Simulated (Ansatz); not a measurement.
# B2FH5Sn, SMILES [BH2][SnH2][BH]F: a single point in a Gaussian basis

Program: Ansatz 0.2.0 through its Python package.

The script reads `b2fh5sn.xyz`:
```text
9

B    -0.95890    1.53410   -0.00950
Sn    0.68510    0.18810   -0.35570
B     0.15090   -1.79240    0.47950
F    -0.89630   -2.50280    0.00390
H    -1.55130    2.06890   -0.96080
H    -1.36990    1.82970    1.07660
H     2.14760    0.81860    0.43850
H     1.02380    0.05110   -2.07970
H     0.85740   -2.24160    1.39010
```

Script `energy.py`:
```python
import sys

import ansatz as az

geometry = az.Crystal.molecule_from_extxyz('b2fh5sn.xyz')

calculation = geometry.calculation().basis(gaussian='def2-TZVP').functional('pbe')
try:
    summary = calculation.run(threads=1, backend='cpu').report
except az.AnsatzError as error:
    sys.exit(f'{type(error).__name__}: {error}')

for key in ('converged', 'free_energy_ev', 'reference_energy_ev', 'n_frozen', 'n_occupied', 'n_virtual'):
    print(f'{key:22s} {summary[key]}')
```

```console
$ python energy.py
converged              True
free_energy_ev         -9977.735110719526
reference_energy_ev    -9977.735110719526
n_frozen               0
n_occupied             [23, 23]
n_virtual              [150, 150]
```

These settings explore the input space; basis and method may be short of convergence. The geometry is a force-field or estimated start, not a minimum of this method, and the basis set is short of its limit. def2 sets replace the cores of elements past krypton by effective core potentials. The whole script took 4.8 s on 1 thread of Arm Neoverse V1, on a shared host, peak memory 0.24 GiB.

(Lines on the test bed's own set-up are left out of the output.)
